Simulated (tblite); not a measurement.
# C6H9BF2: the cost of one run

Computed with tblite 0.8.0 and PySCF 2.14.0, with density-fitted response routines of our own, on a single molecule in the gas phase. Atoms are numbered from 0 throughout.

## (1) Starting geometry

18 atoms, charge 0, multiplicity 1; geometry from: force field or distance geometry start.

Bonds of the start (Å): C0–B1 1.58, B1–C2 1.59, C2–C3 1.47, C3–C4 1.22, C4–C5 1.46, C2–C6 1.52, C6–F7 1.39, C6–F8 1.37, C0–H9 1.11, C0–H10 1.11, C0–H11 1.11, B1–H12 1.19, C2–H13 1.10, C5–H14 1.12, C5–H15 1.09, C5–H16 1.10, C6–H17 1.13.

## (2) Optimising the geometry with GFN2-xTB

The job: settings as JSON, then the geometry in Å.

```
{"job": {"kind": "relax", "xc": "GFN2-xTB", "basis": "xTB"}, "charge": 0, "multiplicity": 1}
C     -2.799100    -0.721400    -0.202700
B     -1.431700    -0.415800     0.532400
C     -0.461700     0.695200    -0.058200
C      0.843800     0.073600    -0.310300
C      1.920900    -0.466800    -0.478900
C      3.219200    -1.111100    -0.689100
C     -0.269300     1.844600     0.925000
F      0.573600     2.787800     0.356400
F     -1.439900     2.407700     1.344500
H     -3.472600     0.162700    -0.133000
H     -2.622900    -0.947600    -1.276000
H     -3.285700    -1.568900     0.330200
H     -0.884700    -1.346300     1.041500
H     -0.830300     1.030500    -1.035200
H      3.633300    -1.513800     0.270400
H      3.923200    -0.359000    -1.055400
H      3.062100    -1.959500    -1.367500
H      0.313000     1.414300     1.794200
```

Started as:

```console
OMP_NUM_THREADS=1 python probes_run.py task.json out
```

This one command runs all jobs of the session in turn.

**Question.** How long does this first job take on 1 thread of Intel Xeon at 2.50GHz, shared host, and how much memory does it need?

About 2.8 s, with a peak of 0.18 GiB.
